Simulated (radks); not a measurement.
# Spin polarisation of the 4d shell in Zr

The task here is to estimate one member of a computed series from the others.

Method: non-relativistic Kohn-Sham, r2SCAN, spin-polarised, spherical densities, point nucleus. Code: radks (a radial shooting solver on a logarithmic mesh, Libxc functionals) version 1.

### The atom as given

- element: zirconium (Z = 40)
- charge: 0
- electrons: 40
- configuration: [Kr] 4d(up 1, down 1) 5s2

A shell typed twice in an input gives spin up, then spin down.

The first run:

The run's settings:

```text
Z 40
configuration [Kr] 4d1 4d1 5s2
relativity non-relativistic
functional r2scan,r2scan
spin polarised
nucleus point
```

Among the steps run: No moment.

One of the session's tables, all rows but one given; the rest of the session is left out.

It belongs to the step «No moment». From the orbitals of this run (lengths in bohr):

| level | <r> | outermost maximum (interpolated) | 90 % within | nodes |
| --- | --- | --- | --- | --- |
| 2p | 0.1437 | 0.111 | 0.233 | 0 |
| 3s | 0.4688 | 0.418 | 0.693 | 2 |
| 3p | ? | ? | ? | ? |
| 3d | 0.4515 | 0.348 | 0.724 | 0 |
| 4s | 1.243 | 1.10 | 1.81 | 3 |
| 4p | 1.379 | 1.19 | 2.05 | 2 |
| 5s | 3.850 | 3.27 | 5.69 | 4 |
| 4d | 2.240 | 1.56 | 3.73 | 1 |

Q: Estimate the row for 3p from the others.

**Answer.** <r>: 0.4664; outermost maximum (interpolated): 0.407; 90 % within: 0.705; nodes: 1. In the column «<r>» it lies between 3d (0.4515) and 3s (0.4688).
